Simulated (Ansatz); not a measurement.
# C₃H₉ClSi: a ladder of functionals and wavefunction methods

How much do the methods differ for C₃H₉ClSi? The plan is to run it at one geometry with functionals of several rungs and with coupled cluster. The yardstick is the atomisation energy at the CCSD(T) limit.

Computed with Ansatz 0.2.0, Gaussian basis. Level: functionals in def2-TZVPP, the program's frozen cores in correlated methods.

Plan: LDA (SPW92), PBE-D4, revPBE-D4, BLYP-D4, r2SCAN-D4, B97M-V, PBE0-D4, B3LYP-D4, r2SCANh-D4, r2SCAN0-D4, HSE06-D4, BHLYP-D4, CAM-B3LYP-D4, LC-ωPBE, ωB97X-V, ωB97M-V, B2PLYP, PBE-QIDH; CCSD(T)/def2-SVP; CCSD(T)/def2-TZVPP; MP2/def2-QZVPP; extrapolation to the limit; RPA on PBE.

## (1) The relaxed structure

An earlier PBE0-D4 in a triple-zeta def2 set relaxation fixed the geometry.

SMILES `CCC([SiH3])Cl`, 14 atoms, charge 0, spin multiplicity 1.

Atoms are counted from 1 here; the program's logs count them from 0.

Bond lengths: C1–C2 1.518 Å, C1–H6 1.092 Å, C1–H7 1.093 Å, C1–H8 1.091 Å, C2–C3 1.518 Å, C2–H9 1.097 Å, C2–H10 1.095 Å, C3–Si4 1.889 Å, C3–Cl5 1.804 Å, C3–H11 1.094 Å, Si4–H12 1.490 Å, Si4–H13 1.484 Å, Si4–H14 1.483 Å. Angles: C2–C1–H6 110.8°, C2–C1–H7 111.0°, C2–C1–H8 111.0°, H6–C1–H7 107.9°, H6–C1–H8 108.1°, H7–C1–H8 107.9°, C1–C2–C3 114.2°, C1–C2–H9 109.6°, C1–C2–H10 110.2°, C3–C2–H9 107.0°, C3–C2–H10 109.1°, H9–C2–H10 106.4°, C2–C3–Si4 114.0°, C2–C3–Cl5 111.1°, C2–C3–H11 110.1°, Si4–C3–Cl5 106.3°, Si4–C3–H11 109.9°, Cl5–C3–H11 105.0° and more.

## (2) LDA

This LDA is Slater exchange with PW92 correlation.

The input, in.yaml:

```yaml
crystal:
  periodic: [false, false, false]
  atoms:
    - {symbol: C, position_ang: [-1.091734, 1.694883, 0.499609]}
    - {symbol: C, position_ang: [0.054178, 0.699796, 0.456831]}
    - {symbol: C, position_ang: [-0.217759, -0.526846, -0.395573]}
    - {symbol: Si, position_ang: [1.172030, -1.806227, -0.368576]}
    - {symbol: Cl, position_ang: [-0.456078, -0.076107, -2.126167]}
    - {symbol: H, position_ang: [-0.845369, 2.543708, 1.140695]}
    - {symbol: H, position_ang: [-2.000218, 1.229916, 0.892003]}
    - {symbol: H, position_ang: [-1.314544, 2.077798, -0.497742]}
    - {symbol: H, position_ang: [0.270838, 0.342995, 1.471510]}
    - {symbol: H, position_ang: [0.966418, 1.188418, 0.099753]}
    - {symbol: H, position_ang: [-1.159456, -0.992933, -0.092381]}
    - {symbol: H, position_ang: [1.385681, -2.257798, 1.035023]}
    - {symbol: H, position_ang: [2.416485, -1.175600, -0.875537]}
    - {symbol: H, position_ang: [0.806428, -2.971204, -1.210549]}
basis:
  gaussian: {orbitals: def2-TZVPP}
hamiltonian: {xc: lda}
output: {orbitals: {seedname: orbitals}}
```

On the command line:

```console
$ ansatz run in.yaml --threads 4 --pin off --events-out ev --progress --plain --max-ram 10444MiB
```

Further steps of the session: PBE-D4 (GGA); revPBE-D4 (GGA); BLYP-D4 (GGA); r2SCAN-D4 (meta-GGA); B97M-V (meta-GGA); B3LYP-D4 (hybrid); r2SCANh-D4 (hybrid); r2SCAN0-D4 (hybrid); HSE06-D4 (hybrid); BHLYP-D4 (hybrid); CAM-B3LYP-D4 (range-separated); LC-ωPBE (range-separated); ωB97X-V (range-separated); ωB97M-V (range-separated); B2PLYP (double hybrid); PBE-QIDH (double hybrid); CCSD(T) in def2-SVP; CCSD(T) in def2-TZVPP; MP2 in def2-QZVPP; RPA on PBE orbitals.

Before running them: what should the planned runs give, taken together? Wanted: atomisation energy, CCSD(T)/CBS; farthest beyond LDA; mean size of error, GGA; mean size of error, meta-GGA; mean size of error, hybrid; mean size of error, range-separated; mean size of error, double hybrid; gap, smallest and largest; T1 diagnostic.

**Answer**, as computed:

| quantity | value |
| --- | --- |
| atomisation energy, CCSD(T)/CBS | 4998.9 kJ/mol |
| functionals within 25.0 kJ/mol (0.5 %) | r2SCAN-D4, B97M-V, PBE0-D4, B3LYP-D4, r2SCANh-D4, HSE06-D4, CAM-B3LYP-D4, ωB97X-V, ωB97M-V, PBE-QIDH |
| farthest beyond LDA | BHLYP-D4 (-98.7 kJ/mol) |
| mean size of error, GGA | 46.5 kJ/mol |
| mean size of error, meta-GGA | 7.1 kJ/mol |
| mean size of error, hybrid | 28.9 kJ/mol |
| mean size of error, range-separated | 17.0 kJ/mol |
| mean size of error, double hybrid | 41.2 kJ/mol |
| gap, smallest and largest | 5.80 eV (LDA (SPW92)), 13.09 eV (LC-ωPBE) |
| T1 diagnostic | 0.0098 |
| triples share of the correlation energy | 3.9 % |

In words: LDA overbinds by 631.7 kJ/mol (13 %). PBE-D4 is off by +50.8 kJ/mol. Double hybrids carry the basis error of their MP2 part in triple zeta, and no dispersion term here, so their miss is partly the set-up's. The rungs meta-GGA, range-separated miss on average by less than the doubt on the reference (25.0 kJ/mol), so they tie. Misses under about 25.0 kJ/mol are within the doubt on the reference itself, which lacks core-valence correlation, relativity and higher excitations. Hartree-Fock recovers 76 % of the binding; the rest is correlation. CCSD(T) in def2-SVP is off by -233.5 kJ/mol, which most functionals beat. The gap grows from 5.8 to 13.1 eV across the functionals, mostly with the share of exact exchange.
